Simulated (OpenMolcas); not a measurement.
# Rh⁴⁺ among point charges: CASSCF and CASPT2 levels and susceptibility

Aim: the splitting of the states of Rh⁴⁺ in the field of 6 point charges, its lowest levels with spin-orbit coupling and its magnetic susceptibility.

Program: OpenMolcas 26.06. Level of theory: state-averaged CASSCF and CASPT2, spin-orbit coupling by RASSI with atomic mean-field integrals. These are calculated values, not measurements, unless marked.

**1. Starting point**

- Species: Rh⁴⁺ (rhodium, Z = 45, 41 electrons)
- Basis: ANO-RCC-VTZP [7s6p4d2f1g], 68 functions
- Scalar Hamiltonian: DKH2, point nucleus
- Inactive shells: 1s 2s 2p 3s 3p 3d 4s 4p
- Active space: 5 electrons in 5 orbitals (4d)
- Some configurations of this space: 4d5
- Orbitals: optimised for each spin and parity, averaged over all roots

Outer shells as boxes (Hund's rule):

4d5
```
4d [↑ ][↑ ][↑ ][↑ ][↑ ]
```

The ion sits among 6 point charges of -1.7 e arranged as a tetragonal octahedron (D4h), 1.91 Å from the ion, with the axial distance 2.006 Å.

Each step is its own input file, run in one work folder so that later steps find the files of earlier ones. Labels, J, g values, rates, χT and fits are worked out afterwards by a script from the matrices that RASSI stores. The input lists half of the charges; inversion (Group=XYZ) makes the rest.

**2. Basis and integrals**

a.inp reads:

```
&GATEWAY
Coord
1

Rh 0.0 0.0 0.0
Basis=ANO-RCC-VTZP
Group=XYZ
NoMove
AngMom=0.0 0.0 0.0
AMFI
XField
3 Angstrom 0
1.910000 0.000000 0.000000 -1.700000
0.000000 1.910000 0.000000 -1.700000
0.000000 0.000000 2.005500 -1.700000
&SEWARD
```

Launch:

```sh
$ OMP_NUM_THREADS=1 MOLCAS_MEM=1689 MOLCAS_PROJECT=a pymolcas a.inp > a.log
```

**3. CASSCF: sextets of even parity, 1 root**

a.inp reads:

```
&RASSCF
FileOrb=start.orb
Symmetry=1
Spin=6
nActEl=5 0 0
Inactive=9 9
Ras2=5 0
CIRoot=1 1 1
SDav=1
CIMx=300
Iter=120 100
PrWF=0.3
OrbListing=Nothing
MaxOrb=0
>>> COPY $Project.JobIph JOB001
```

start.orb holds the contracted functions of the basis, ordered by shell, or the orbitals of the step before.

**4. Reference wave functions, quartets of even parity, 24 roots**

a.inp reads:

```
&RASSCF
FileOrb=start.orb
Symmetry=1
Spin=4
nActEl=5 0 0
Inactive=9 9
Ras2=5 0
CIRoot=24 24 1
SDav=24
CIMx=300
Iter=120 100
PrWF=0.3
OrbListing=Nothing
MaxOrb=0
>>> COPY $Project.JobIph JOB002
```

**5. Reference wave functions, doublets of even parity, 75 roots**

a.inp reads:

```
&RASSCF
FileOrb=start.orb
Symmetry=1
Spin=2
nActEl=5 0 0
Inactive=9 9
Ras2=5 0
CIRoot=75 75 1
SDav=75
CIMx=300
Iter=120 100
PrWF=0.3
OrbListing=Nothing
MaxOrb=0
>>> COPY $Project.JobIph JOB003
```

**6. State interaction with spin-orbit coupling**

a.inp reads:

```
&RASSI
NrOfJobIphs=3 1 24 75
1
1 2 3 4 5 6 7 8 9 10 11 12 13 14 15 16 17 18 19 20 21 22 23 24
1 2 3 4 5 6 7 8 9 10 11 12 13 14 15 16 17 18 19 20 21 22 23 24 25 26 27
28 29 30 31 32 33 34 35 36 37 38 39 40 41 42 43 44 45 46 47 48 49 50 51
52 53 54 55 56 57 58 59 60 61 62 63 64 65 66 67 68 69 70 71 72 73 74 75
IphNames
JOB001
JOB002
JOB003
EJob
SpinOrbit
DIPRint=1.0
SOCoupling=1000.0
Subsets=2
Property=9
'ANGMOM' 1 'ANGMOM' 2 'ANGMOM' 3 'MLTPL  1' 1 'MLTPL  1' 2 'MLTPL  1' 3
'AMFI' 1 'AMFI' 2 'AMFI' 3
SOProperty=3
'ANGMOM' 1 'ANGMOM' 2 'ANGMOM' 3
```

**7. CASPT2: IPEA 0.25, imaginary shift 0.1 (closed shells correlated: 4s 4p)**

a.inp reads:

```
>>> COPY JOB001 $Project.JobIph
&CASPT2
Multistate=1 1
Frozen=8 6
IPEA=0.25
Imaginary=0.1
MaxIter=60
WThr=0.0 0.3 0.05
PrWF=0.5
NoMix
>>> COPY JOB002 $Project.JobIph
&CASPT2
Multistate=24 1 2 3 4 5 6 7 8 9 10 11 12 13 14 15 16 17 18 19 20 21 22
23 24
NoMult
Frozen=8 6
IPEA=0.25
Imaginary=0.1
MaxIter=60
WThr=0.0 0.3 0.05
PrWF=0.5
NoMix
>>> COPY JOB003 $Project.JobIph
&CASPT2
Multistate=75 1 2 3 4 5 6 7 8 9 10 11 12 13 14 15 16 17 18 19 20 21 22
23 24 25 26 27 28 29 30 31 32 33 34 35 36 37 38 39 40 41 42 43 44 45 46
47 48 49 50 51 52 53 54 55 56 57 58 59 60 61 62 63 64 65 66 67 68 69 70
71 72 73 74 75
NoMult
Frozen=8 6
IPEA=0.25
Imaginary=0.1
MaxIter=60
WThr=0.0 0.3 0.05
PrWF=0.5
NoMix
```

(Steps that only read results are left out.)

Q: Predict the outcome of this session. Wanted: spin-free ground state; lowest level; next level.

The runs gave:

| quantity | value |
| --- | --- |
| method | SS-CASPT2, IPEA 0.25, imaginary shift 0.1 (closed shells correlated: 4s 4p) |
| spin-free ground state | 6A1, 1-fold in its orbital part |
| lowest level | 2-fold E1/2, g = 2.00, 5.99, 5.99 |
| next level | 1.3 cm⁻¹ |
| χT at 300 K | 4.36 cm³ K/mol |
| effective moment at 300 K | 5.91 μB |

Cost by method:

| method | time of its own steps | time with the reference |
| --- | --- | --- |
| A. CASSCF | 19 s | 19 s |
| B. SS-CASPT2, IPEA 0.25, imaginary shift 0.1, +4s 4p | 10 s | 29 s |

Times are of one thread on a shared host.

The spin-free ground state (6A1) comes to 100 % from free-ion S terms and keeps the highest spin of the shell. χT at 300 K is 4.36, against 4.39 cm³ K/mol for the spin alone, as a half-filled shell (L = 0) has no orbital moment. An active space of the d shell alone favours high spin; real ions in strong fields can be low spin. The field of point charges can differ much from that of real complexes. With metal d orbitals alone active, the gaps between spin states are rough; where two lie within a few thousand cm-1, their order is open. This is an electrostatic model: the charges have no orbitals.
